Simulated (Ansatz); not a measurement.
**Ge: strong compression**

One table from this session's results is given with a row withheld; the runs are named, their logs left out.

Computed with Ansatz 0.2.0 (DFT LDA, with the methods named in each step, unless a step's input says otherwise).

2 further runs of the same task are left out: 1 that didn't finish, 1 set aside as unsound or not needed. Runs told in other sessions of the task aren't counted.

## The starting structure

The structure is cubic, space group Im-3m (No. 229). The conventional cell has a = 3.362 Å, b = 3.362 Å, c = 3.362 Å, α = 90.00°, β = 90.00°, γ = 90.00°. Around Ge (site symmetry m-3m) lie 8 Ge at 2.91 Å.

As a file:

```
CELL_PARAMETERS angstrom
-1.68099 1.68099 1.68099
1.68099 -1.68099 1.68099
1.68099 1.68099 -1.68099
ATOMIC_POSITIONS crystal
Ge 0.00000 0.00000 0.00000
```

Whether this phase is the stable one at these pressures isn't tested.

Set-up of the first run:

File input.yaml:

```yaml
crystal:
  lattice:
    - [-1.6809877034, 1.6809877034, 1.6809877034]
    - [1.6809877034, -1.6809877034, 1.6809877034]
    - [1.6809877034, 1.6809877034, -1.6809877034]
  atoms:
    - { symbol: Ge, position: [0.0, 0.0, 0.0] }
kpoints:
  mp_grid: { grid: [18, 18, 18] }
scf:
  occupations: { method: fermi_dirac, width: 0.1 }
hamiltonian:
  xc: lda
  pseudopotentials: { kind: paw }
output:
  forces: true
  stress: true
  write_density: true
  write_potential: true
  elf: true
  volumetric_format: npy
relax:
  f_tol: 0.005
  max_steps: 40
  cell: {}
```

Run with:

```sh
$ ansatz run input.yaml --threads 1 --pin off --max-ram 2048MiB --backend cpu --events-out ev --progress --plain --runs-dir out
```

Among the steps run: Cell relaxed at zero pressure, PAW; Volume scaled by 1, PAW; Volume scaled by 0.95, PAW; Volume scaled by 0.85, PAW; Volume scaled by 0.75, PAW; Volume scaled by 0.65, PAW; Volume scaled by 0.55, PAW; Volume scaled by 0.45, PAW; Volume scaled by 0.4, PAW; Volume scaled by 0.4, PAW (level accurate).

One table of the session follows, with a row left open; its other results are not shown here.

| method | volume over the first | volume (Å³/atom) | pressure (GPa) |
| --- | --- | --- | --- |
| PAW | 1 | 17.905 | 0.00 |
| PAW | 0.95 | 17.009 | 4.39 |
| PAW | 0.85 | 15.219 | 17.80 |
| PAW | 0.75 | ? | ? |
| PAW | 0.65 | 11.638 | 88.72 |
| PAW | 0.55 | 9.848 | 180.94 |
| PAW | 0.45 | 8.057 | 381.25 |
| PAW | 0.4 | 7.162 | 571.06 |
| PAW (level accurate) | 0.4 | 7.162 | 570.29 |

**Question.** Estimate the row for PAW, 0.75.

As computed: volume (Å³/atom): 13.428; pressure (GPa): 42.34. In the column «volume (Å³/atom)» it lies between PAW, 0.65 (11.638) and PAW, 0.85 (15.219).

To keep in mind: Warnings in the runs' records: written density without core change.
